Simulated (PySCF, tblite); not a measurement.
# C5H13FO2Si2: geometry, infrared bands and NMR shifts

Aim: predict the infrared bands and NMR shifts of C5H13FO2Si2 (`CO[Si](C)(C)[SiH2][C@@H](F)C=O`).

The runs use tblite 0.8.0 and PySCF 2.14.0, with density-fitted response routines of our own; the level of theory stands in each step. All values are computed, except where a source is named. Atoms are numbered from 0 throughout.

### Step 1. The starting structure

23 atoms, charge 0, multiplicity 1; geometry from: force field or distance geometry start.

Bonds of the start (Å): C0–O1 1.42, O1–Si2 1.67, Si2–C3 1.85, Si2–C4 1.87, Si2–Si5 2.34, Si5–C6 1.85, C6–F7 1.37, C6–C8 1.52, C8–O9 1.24, C0–H10 1.10, C0–H11 1.11, C0–H12 1.08, C3–H13 1.10, C3–H14 1.10, C3–H15 1.11, C4–H16 1.09, C4–H17 1.09, C4–H18 1.10, Si5–H19 1.50, Si5–H20 1.49, C6–H21 1.09, C8–H22 1.10.

### Step 2. Geometry optimisation with GFN2-xTB

The job: settings as JSON, then the geometry in Å.

```
{"job": {"kind": "relax", "xc": "GFN2-xTB", "basis": "xTB"}, "charge": 0, "multiplicity": 1}
C     -1.510100    -2.363400    -0.288800
O     -0.545300    -1.378600    -0.623500
Si    -0.739400     0.185700    -0.069000
C     -0.934600     0.300800     1.766300
C     -2.203300     1.017600    -0.893100
Si     1.150200     1.409900    -0.712100
C      2.612100     0.281400    -0.640900
F      3.646000     0.880400    -1.316400
C      3.107600    -0.135000     0.730000
O      2.449400    -0.079400     1.773600
H     -1.583700    -2.515100     0.793400
H     -2.504900    -2.093500    -0.689000
H     -1.221300    -3.306600    -0.734700
H     -1.882300    -0.143500     2.089200
H     -0.917900     1.340500     2.121300
H     -0.139900    -0.249000     2.302300
H     -3.135400     0.517600    -0.633700
H     -2.290000     2.059900    -0.591200
H     -2.103200     0.996100    -1.984100
H      1.303000     2.630700     0.144300
H      0.918100     1.879400    -2.104200
H      2.398100    -0.646600    -1.177700
H      4.122000    -0.562400     0.748000
```

The run is started by

```
$ OMP_NUM_THREADS=1 python probes_run.py task.json out
```

This one command runs all jobs of the session in turn.

**Question.** This job is followed by: GFN2-xTB harmonic vibrations, gas phase; GIAO PBE0/pcSseg-1 NMR shielding, non-relativistic, gas phase. What will the session give for the following? strongest single infrared mode (GFN2-xTB); zero-point energy (GFN2-xTB); 13C shifts against TMS (PBE0/pcSseg-1); 1H shifts against TMS (PBE0/pcSseg-1, means over atoms taken as alike); 17O shifts against H2O (PBE0/pcSseg-1); 29Si shifts against TMS (PBE0/pcSseg-1); 19F shifts against CFCl3 (PBE0/pcSseg-1); surface potential, 1st and 99th percentile.

The runs gave:

| quantity | value |
| --- | --- |
| strongest single infrared mode (GFN2-xTB) | 2199 cm⁻¹, 411 km/mol |
| zero-point energy (GFN2-xTB) | 105.9 kcal/mol |
| 13C shifts against TMS (PBE0/pcSseg-1) | 213.2, 96.9, 52.9, 2.7, 2.0 ppm |
| 1H shifts against TMS (PBE0/pcSseg-1, means over atoms taken as alike) | 10.52, 5.80, 3.93, 3.78, 3.63, 0.54, 0.23 ppm |
| 17O shifts against H2O (PBE0/pcSseg-1) | 642.4, 14.6 ppm |
| 29Si shifts against TMS (PBE0/pcSseg-1) | 10.5, -71.5 ppm |
| 19F shifts against CFCl3 (PBE0/pcSseg-1) | -256.5 ppm |
| surface potential, 1st and 99th percentile | -1.34 V and 1.12 V |

What this shows: Relaxing lowered the energy by 0.613 eV in 97 steps; the close pair that moved most is Si5–C6, from 1.848 to 1.961 Å. No mode is imaginary among the 63: a minimum at this level. The strongest single mode, at 2199 cm⁻¹, moves mainly H19 and H20. Unscaled tight-binding wavenumbers are off by several per cent, some by more. Its intensities can rank the bands wrongly. C8 (aldehyde carbonyl carbon) lies farthest downfield among carbon, at 213.2 ppm; low-lying n→π* states of the double bond to the heteroatom give a large paramagnetic term (-273 ppm). The most deshielded hydrogen is H22 (hydrogen on an aldehyde carbonyl carbon), at 10.52 ppm: deshielded by the polar, anisotropic C=O bond. At PBE0/pcSseg-1: Shielding is most anisotropic at O9 (span 1318 ppm, paramagnetic term -714 ppm). By nearest atom (PBE0/pcSseg-1), the HOMO sits on O9 47 %; C6 13 % and the LUMO on C8 39 %; O9 26 %.
